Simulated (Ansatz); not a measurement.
# Si2H4OF2 (SMILES O[SiH](F)[SiH2]F): B3LYP/6-31G(d) (Cartesian functions)

Aim: the vertical ionisation energy of Si2H4OF2 at B3LYP/6-31G* (Cartesian functions), from 2 runs. 

The results are computed with Ansatz 0.2.0.

69 further runs of the same task are left out: 69 set aside as unsound or not needed.

## 1. The system as given

Si2H4OF2 has 9 atoms, charge 0, and is taken as a singlet. SMILES: `O[SiH](F)[SiH2]F`. The shape is that of a PBE0-D4/def2-TZVP optimisation. This is one conformer, not always the lowest.

Bond lengths: O1–Si2 1.634 Å, Si2–F3 1.601 Å, Si2–Si4 2.358 Å, Si4–F5 1.612 Å, O1–H6 0.959 Å, Si2–H7 1.480 Å, Si4–H8 1.485 Å, Si4–H9 1.487 Å. Some angles: O1–Si2–F3 110.8°, O1–Si2–Si4 109.5°, F3–Si2–Si4 107.8°, Si2–Si4–F5 106.0°, O1–Si2–H7 106.2°, F3–Si2–H7 107.1°, Si4–Si2–H7 115.4°, Si2–O1–H6 118.4°, Si2–Si4–H8 114.0°, Si2–Si4–H9 111.6°.

## 2. The energy at B3LYP/6-31G(d) (Cartesian functions)

input.yaml reads:

```yaml
crystal:
  periodic: [false, false, false]
  atoms:
    - {symbol: O, position_ang: [0.844300, 1.766700, -0.485000]}
    - {symbol: Si, position_ang: [0.969400, 0.137800, -0.453100]}
    - {symbol: F, position_ang: [0.986700, -0.459700, -1.938500]}
    - {symbol: Si, position_ang: [-0.894000, -0.772400, 0.668300]}
    - {symbol: F, position_ang: [-2.133900, 0.202600, 0.333800]}
    - {symbol: H, position_ang: [-0.014200, 2.154900, -0.665100]}
    - {symbol: H, position_ang: [2.284600, -0.163900, 0.153800]}
    - {symbol: H, position_ang: [-1.253000, -2.143900, 0.226600]}
    - {symbol: H, position_ang: [-0.701500, -0.768300, 2.142300]}
basis:
  gaussian:
    orbitals: "6-31G*"
output: {orbitals: {seedname: orbitals}}
hamiltonian:
  xc: {name: B3LYP}
accuracy: high
```

Command:

```sh
$ ansatz run input.yaml --threads 1 --pin off --max-ram 3480MiB --events-out events.jsonl --progress --plain --runs-dir runs
```

What it wrote:

```text
Warning: RAYON_NUM_THREADS=1 ignored (pool sized by the plan → 1); use --threads N
Functional definition: B3LYP
  name "B3LYP"
  parameter a0 = 0.2
  parameter ax = 0.72
  parameter ac = 0.81
  exchange = (1 - a0 - ax)*slater_x + ax*b88_x + a0*exact_x
  correlation = (1 - ac)*vwn_rpa_c + ac*lyp_c
1951 factors; integrals over basis functions are off by at most 9.9e-9 eV
mean field evaluation 1: about -23298.8230 eV, gradient 6.2e1 eV
mean field evaluation 2: about -23285.2354 eV, gradient 1.1e2 eV
mean field evaluation 4: about -23304.8629 eV, gradient 5.5e0 eV
mean field evaluation 8: about -23305.0567 eV, gradient 1.4e-1 eV
mean field evaluation 16: about -23305.0567 eV, gradient 2.3e-5 eV
mean field -23305.05674943 eV, -856.4450388066 hartree, gradient 2.4e-8 eV, S^2 0.000000; 0 other end points of the search recorded, 0 dependent functions left out
reference -23305.05679265 eV, -856.4450403949 hartree; 29, 29 occupied and 62, 62 virtual orbitals, 1951 factors
Total energy: -23305.05679265 eV, -856.4450403949 hartree
```

Run time: 11 s. Hardware: 1 thread of Arm Neoverse V1, shared host; peak memory 0.33 GiB.

## 3. The doublet cation, same level

molecule.yaml reads:

```yaml
crystal:
  periodic: [false, false, false]
  atoms:
    - symbol: O
      position_ang: [0.844300, 1.766700, -0.485000]
    - symbol: Si
      position_ang: [0.969400, 0.137800, -0.453100]
    - symbol: F
      position_ang: [0.986700, -0.459700, -1.938500]
    - symbol: Si
      position_ang: [-0.894000, -0.772400, 0.668300]
    - symbol: F
      position_ang: [-2.133900, 0.202600, 0.333800]
    - symbol: H
      position_ang: [-0.014200, 2.154900, -0.665100]
    - symbol: H
      position_ang: [2.284600, -0.163900, 0.153800]
    - symbol: H
      position_ang: [-1.253000, -2.143900, 0.226600]
    - symbol: H
      position_ang: [-0.701500, -0.768300, 2.142300]
basis:
  gaussian: {orbitals: "6-31G*"}
output: {orbitals: {seedname: orbitals}}
total_charge: 1
magnetization: {spin_polarized: true, initial_magnetization: 1}
accuracy: high
hamiltonian: {xc: {name: B3LYP}}
```

Command:

```sh
$ ansatz run molecule.yaml --threads 1 --pin off --max-ram 3480MiB --events-out events.jsonl --progress --plain --runs-dir runs
```

What it wrote, shortened:

```text
Warning: RAYON_NUM_THREADS=1 ignored (pool sized by the plan → 1); use --threads N
[... 7 set-up lines as earlier in the session ...]
1949 factors; integrals over basis functions are off by at most 9.9e-9 eV
mean field evaluation 1: about -23279.6914 eV, gradient 6.8e1 eV
mean field evaluation 2: about -23204.4607 eV, gradient 1.5e2 eV
mean field evaluation 4: about -23293.3873 eV, gradient 1.9e1 eV
mean field evaluation 8: about -23294.8210 eV, gradient 9.0e-1 eV
mean field evaluation 16: about -23294.8255 eV, gradient 2.9e-3 eV
mean field evaluation 32: about -23294.8255 eV, gradient 5.5e-8 eV
mean field -23294.82554141 eV, -856.0690488470 hartree, gradient 5.5e-8 eV, S^2 0.753826; 0 other end points of the search recorded, 0 dependent functions left out
reference -23294.82558378 eV, -856.0690504040 hartree; 29, 28 occupied and 62, 63 virtual orbitals, 1949 factors
Total energy: -23294.82558378 eV, -856.0690504040 hartree
```

Wall time 21 s (1 thread of Arm Neoverse V1, shared host); peak memory 0.49 GiB.

## 4. Results

At B3LYP/6-31G* (Cartesian functions):

```
                                          quantity          value
                    singlet Si2H4OF2: total energy  -856.44504 Eh
                     singlet Si2H4OF2: HOMO energy       -7.82 eV
                     singlet Si2H4OF2: LUMO energy       -0.92 eV
                   singlet Si2H4OF2: HOMO–LUMO gap        6.90 eV
                      doublet cation: total energy  -856.06905 Eh
doublet cation: HOMO energy (highest over α and β)      -14.99 eV
 doublet cation: LUMO energy (lowest over α and β)      -12.62 eV
                              doublet cation: ⟨S²⟩          0.754
vertical ionisation energy (to the doublet cation)      10.231 eV
```

What this shows: Removing an electron at fixed nuclei costs 10.23 eV (236 kcal/mol). −ε(HOMO) before ionisation, 7.82 eV, is 2.42 eV below this ionisation energy.
